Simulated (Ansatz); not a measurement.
# CH7GaSi: search for a transition state

Wanted: the transition state of a 1,1-elimination (form Si2–H3 and break Ga1–Si2, Ga1–H3). The guess is relaxed with those distances held, a saddle search follows, and vibrations and two downhill relaxations check it.

Method: PBE0-D4, def2-SVP first, then def2-TZVP; program: Ansatz 0.2.0, Gaussian basis.

21 further runs of the same task are left out: 21 set aside as unsound or not needed.

## (1) Starting geometry

The guess: 10 atoms, charge 0, spin multiplicity 1.

Atoms are counted from 1 here; the program's logs count them from 0.

Bond lengths: Ga1–Si2 2.728 Å, Ga1–C4 2.144 Å, Si2–H5 1.471 Å, Si2–H6 1.480 Å, Si2–H7 1.470 Å, C4–H8 1.101 Å, C4–H9 1.101 Å, C4–H10 1.097 Å. Angles: Si2–Ga1–C4 121.9°, Ga1–Si2–H5 86.4°, Ga1–Si2–H6 152.4°, Ga1–Si2–H7 86.8°, H5–Si2–H6 107.4°, H5–Si2–H7 114.3°, H6–Si2–H7 107.8°, Ga1–C4–H8 109.1°, Ga1–C4–H9 110.8°, Ga1–C4–H10 117.2°, H8–C4–H9 106.1°, H8–C4–H10 106.4°, H9–C4–H10 106.6°.

Coordinates:

```mol
CH7GaSi
  3D, bonds by distance, orders not assigned

 10  8  0  0  0  0  0  0  0  0999 V2000
   -0.8304   -0.6805   -0.5451 Ga  0  0
    0.4210    1.6448   -1.2284 Si  0  0
    0.4522    0.6190    0.3303 H   0  0
   -0.4192   -1.6894    1.3012 C   0  0
   -0.9199    2.1726   -1.5235 H   0  0
    1.2950    2.8007   -0.9294 H   0  0
    1.0324    0.8936   -2.3348 H   0  0
   -1.1753   -2.4741    1.4601 H   0  0
    0.5517   -2.2060    1.2560 H   0  0
   -0.4073   -1.0806    2.2135 H   0  0
  1  2  8  0
  1  4  8  0
  2  5  8  0
  2  6  8  0
  2  7  8  0
  4  8  8  0
  4  9  8  0
  4 10  8  0
M  END
```

Distances that are to change: Si2–H3 1.87 Å, Ga1–Si2 2.73 Å, Ga1–H3 2.02 Å.

## (2) Constrained relaxation of the guess

Input file hold/in.yaml:

```yaml
crystal:
  periodic: [false, false, false]
  atoms:
    - {symbol: Ga, position_ang: [-0.830400, -0.680500, -0.545100]}
    - {symbol: Si, position_ang: [0.421000, 1.644800, -1.228400]}
    - {symbol: H, position_ang: [0.452200, 0.619000, 0.330300]}
    - {symbol: C, position_ang: [-0.419200, -1.689400, 1.301200]}
    - {symbol: H, position_ang: [-0.919900, 2.172600, -1.523500]}
    - {symbol: H, position_ang: [1.295000, 2.800700, -0.929400]}
    - {symbol: H, position_ang: [1.032400, 0.893600, -2.334800]}
    - {symbol: H, position_ang: [-1.175300, -2.474100, 1.460100]}
    - {symbol: H, position_ang: [0.551700, -2.206000, 1.256000]}
    - {symbol: H, position_ang: [-0.407300, -1.080600, 2.213500]}
basis:
  gaussian: {orbitals: def2-SVP}
hamiltonian: {xc: pbe0, dispersion: d4}
relax: {f_tol: 0.08, max_steps: 120, escape_saddle: false, constraints: [{distance: [1, 2]}, {distance: [0, 1]}, {distance: [0, 2]}]}
```

The command line of these runs was not kept.

After this run come: Saddle search in the small basis; Saddle search in triple zeta; Vibrations at the point found; Relaxing after a step of 0.30 Å one way along the mode; Relaxing after a step of 0.30 Å the other way along the mode.

**Question.** What will these runs give? Wanted: imaginary mode; barrier from the start side; barrier from the end side; energy of the step; pairs that change; zero-point energy at the saddle.

As calculated:

| quantity | value |
| --- | --- |
| imaginary mode | 238i cm⁻¹ |
| barrier from the start side | 1.629 eV |
| barrier from the end side | 0.821 eV |
| energy of the step | +0.808 eV |
| pairs that change | Si2–H3 formed, Ga1–Si2 broken, Ga1–H3 broken |
| zero-point energy at the saddle | 1.794 eV |

**Reading.** One imaginary mode, 238i cm⁻¹, makes this a first-order saddle. The two relaxations end on the structures that were planned. At PBE0-D4/def2-TZVP the electronic barrier is 1.629 eV, about 63 kT at 298 K, and the step runs 0.808 eV uphill.
